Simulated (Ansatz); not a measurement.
# BaSbPt: a single-point run

Aim: a sound single-point run of BaSbPt. The structure is shown as the input types it.

Method: DFT, LDA, all-electron PAW with datasets made for the crystal, scalar-relativistic, in Ansatz 0.2.0.

1 further run of the same task is left out (it didn't finish).

## (1) The starting structure

It takes space group P-6m2 (No. 187, hexagonal). Conventional cell: a = 4.568 Å, b = 4.568 Å, c = 4.986 Å, α = 90.00°, β = 90.00°, γ = 120.00°. Ba (site symmetry -6m2) is surrounded by 6 Sb at 3.63 Å and 6 Pt at 3.63 Å. Sb (site symmetry -6m2) is surrounded by 3 Pt at 2.64 Å. Around Pt (site symmetry -6m2) lie 3 Sb at 2.64 Å.

Coordinates:

```cif
data_structure
_symmetry_space_group_name_H-M 'P 1'
_symmetry_Int_Tables_number 1
_cell_length_a 4.5680
_cell_length_b 4.5680
_cell_length_c 4.9864
_cell_angle_alpha 90.000
_cell_angle_beta 90.000
_cell_angle_gamma 120.000
_cell_volume 90.11
loop_
_atom_site_label
_atom_site_type_symbol
_atom_site_fract_x
_atom_site_fract_y
_atom_site_fract_z
_atom_site_occupancy
Ba1 Ba 0.00000 0.00000 0.00000 1
Sb1 Sb 0.66667 0.33333 0.50000 1
Pt1 Pt 0.33333 0.66667 0.50000 1
```

## (2) Running it

input.yaml

```yaml
crystal:
  lattice:
    - [4.5679976171, 0.0, 0.0]
    - [-2.2839988085, 3.9560019808, 0.0]
    - [0.0, 0.0, 4.98640666]
  atoms:
    - { symbol: Ba, position: [0.0, 0.0, 0.0] }
    - { symbol: Sb, position: [0.6666666667, 0.3333333333, 0.5] }
    - { symbol: Pt, position: [0.3333333333, 0.6666666667, 0.5] }
kpoints:
  mp_grid: { grid: [8, 7, 8] }
  band_path:
    path:
      - [0.0, 0.0, 0.0]
      - [0.5, 0.0, 0.0]
      - [0.3333333333, 0.3333333333, 0.0]
      - [0.0, 0.0, 0.0]
      - [0.0, 0.0, 0.5]
      - [0.5, 0.0, 0.5]
      - [0.3333333333, 0.3333333333, 0.5]
      - [0.0, 0.0, 0.5]
      - [0.5, 0.0, 0.5]
    npoints: 8
scf:
  occupations: { method: fermi_dirac, width: 0.05 }
  max_iter: 50
hamiltonian:
  xc: lda
  pseudopotentials: { kind: all_electron, datasets: crystal }
output:
  forces: true
  stress: true
  eigenvalues: true
  efg: { contact_densities: true }
```

On the command line:

```bash
$ ansatz run input.yaml --threads 1 --pin off --max-ram 4096MiB --backend cpu --events-out ev --progress --plain --runs-dir out
```

Q: Will this input give a usable result? If not, why, and what should change?

The run converged and reported no error, with warnings (crystal datasets made, gradients without spin orbit, symmetry narrowed by mesh). Its log warns: «crystal.symmetry: narrowed to the stabiliser of the k-point mesh — unitary ops 12 → 2; excluded 10 operations that carry a point of the 8×7×8 mesh (shift [0, 0 ...»

In the input, kpoints.mp_grid.grid is [8, 7, 8]. Unequal divisions along equivalent axes break the crystal's symmetry in the sampling.

Run again and compare: set kpoints.mp_grid.grid to [8, 8, 7].
